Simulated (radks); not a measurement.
**Ionisation of Ti⁺: one atom, several choices of relativity**

One table from this session's results is given with a row withheld; the runs are named, their logs left out.

The numbers are computed with radks (a radial shooting solver on a logarithmic mesh, Libxc functionals) version 1 (Kohn-Sham, PBEsol, spin-unpolarised, spherical densities), except any that are marked as measured or tabulated.

### Starting point

* element: titanium (Z = 22)
* charge: +1
* electrons: 21
* configuration: [Ar] 3d2 4s1
* ion: Ti²⁺, [Ar] 3d2
* choices: non-relativistic; scalar-relativistic; Dirac, 2j+1 shares; Dirac, low j first; scalar-relativistic, finite nucleus; Dirac, 2j+1 shares, finite nucleus; Dirac, c × 2; Dirac, c × 10; Dirac, c × 100

The first run:

Settings of this run:

```text
Z 22
configuration [Ar] 3d2 4s1
relativity non-relativistic
functional pbe_sol,pbe_sol
spin unpolarised
nucleus point
```

Run with:

```bash
> python run_ks.py task.json out
```

The same process makes all the runs of this session.

Among the steps run: non-relativistic: Ti⁺.

One of the session's tables, all rows but one given; the rest of the session is left out.

From the orbitals of this run (lengths in bohr):

```
level      <r>  outermost maximum (interpolated)  90 % within  nodes
   1s  0.07023                            0.0462        0.125      0
   2s   0.3279                             0.272        0.509      1
   2p   0.2911                             0.221        0.478      0
   3s    1.015                             0.876         1.52      2
   3p        ?                                 ?            ?      ?
   3d    1.508                             0.975         2.63      0
   4s    3.201                              2.77         4.73      3
```

Estimate the missing values for 3p.

The run gave: <r>: 1.089; outermost maximum (interpolated): 0.904; 90 % within: 1.68; nodes: 1. In the column «<r>» it lies between 3s (1.015) and 3d (1.508).

Limits of these values: Runs with a scaled speed of light are not ranked. Spin polarisation and multiplet splitting of open shells are left out at every level.
